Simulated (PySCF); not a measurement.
**MoOH₃: structure of the doublet**

Where does doublet MoOH₃ go from a see-saw (ligand arrangement 1) start, is the end point a minimum, and what are its modes, charges and moments?

Method: PBE0, basis Mo def2-TZVP with ECP28, O def2-TZVP, H def2-TZVP, scalar-relativistic core potentials, no spin–orbit coupling, density fitting; program: PySCF 2.14.0.

3 further runs of the same task are left out: 3 set aside as unsound or not needed.

## Step 1: Starting geometry

5 atoms, charge 0, spin multiplicity 2.

Bond lengths: Mo1–O2 1.780 Å, Mo1–H3 1.700 Å, Mo1–H4 1.700 Å, Mo1–H5 1.700 Å. Angles: O2–Mo1–H3 86.9°, O2–Mo1–H4 86.9°, O2–Mo1–H5 104.0°, H3–Mo1–H4 170.0°, H3–Mo1–H5 86.9°, H4–Mo1–H5 86.9°.

Z-matrix (Å, degrees; charge 0 multiplicity 2):
```
Mo
O  1 1.7800
H  1 1.7000 2 86.92
H  1 1.7000 2 86.92 3 172.11
H  1 1.7000 2 104.00 3 86.06
```

## Step 2: First SCF at the start

The steps below are one call of a driver around PySCF. For each, scf.py gives the equivalent set-up of the SCF; relaxations use the driver's own optimiser. After this first run the driver tries any further starts and a stability analysis.

Contents of scf.py:

```python
from pyscf import gto, scf, dft
mol = gto.M(atom='''
Mo     0.000000     0.000000     0.000000
O     -1.402700     0.000000     1.095900
H      0.000000     1.693500     0.148200
H     -0.000000    -1.693500     0.148200
H      1.339600     0.000000     1.046600''',
    basis={'Mo': 'def2-TZVP', 'O': 'def2-TZVP', 'H': 'def2-TZVP'},
    ecp={'Mo': 'def2-TZVP'},
    charge=0, spin=1)
mf = dft.UKS(mol, xc='PBE0')
mf.grids.atom_grid = (50, 194)
aux = {'Mo': 'def2-universal-JKFIT', 'O': 'def2-universal-JKFIT', 'H': 'def2-universal-JKFIT'}
mf = mf.density_fit(auxbasis=aux)
mf.conv_tol = 1e-08
mf.diis_space = 10
mf.max_cycle = 60
mf.init_guess = 'minao'
mf.verbose = 4
mf.kernel()
```

Launch:

```sh
$ OMP_NUM_THREADS=4 python axn.py task.json out
```

The runs that follow: Relaxing the doublet from the see-saw (ligand arrangement 1) start; Frequencies; Following the imaginary mode; Is it a minimum? Harmonic modes.

**Question.** What will these runs give? Wanted: minimum; geometry; wavenumbers; dipole moment; highest occupied, lowest empty level; polar-tensor charge of Mo1; zero-point energy; atomisation energy; ⟨S²⟩.

The runs gave:

```
                                          quantity                                                                                                                                           value
                                           minimum                                                                                                                                     doublet, C1
                                          geometry  Mo–H 1.673 Å, Mo–H 1.710 Å, Mo–H 1.735 Å, Mo–O 1.645 Å; H–Mo–H 83.7°, H–Mo–H 106.8°, H–Mo–H 126.2°, H–Mo–O 97.8°, H–Mo–O 113.1°, H–Mo–O 117.1°
                                wavenumbers (cm⁻¹)                                                             117 (a), 352 (a), 571 (a), 663 (a), 796 (a), 1103 (a), 1848 (a), 1902 (a), 2012 (a)
                                     dipole moment                                                                                                                                          1.86 D
highest occupied, lowest empty level (either spin)                                                                                                                                 -7.56, -3.46 eV
                        polar-tensor charge of Mo1                                                                                                                                         +1.35 e
                                 zero-point energy                                                                                                                                     56.0 kJ/mol
                               entropy at 298.15 K                                                                                                                                 285.1 J/(mol K)
         atomisation energy (no zero-point energy)                                                                                                                                     1321 kJ/mol
                                              ⟨S²⟩                                                                                                                                           0.760
```

What this shows: The see-saw (ligand arrangement 1) start ends in a minimum without symmetry. In the infrared the band at 1848 cm⁻¹ (a, stretch) leads. Most of the spin sits on Mo1 (Mulliken spin 1.22, against 1 for the whole molecule). Only this shape and spin were tried, so other structures or states may lie lower. One determinant may miss the lowest occupation of an open d or f shell.
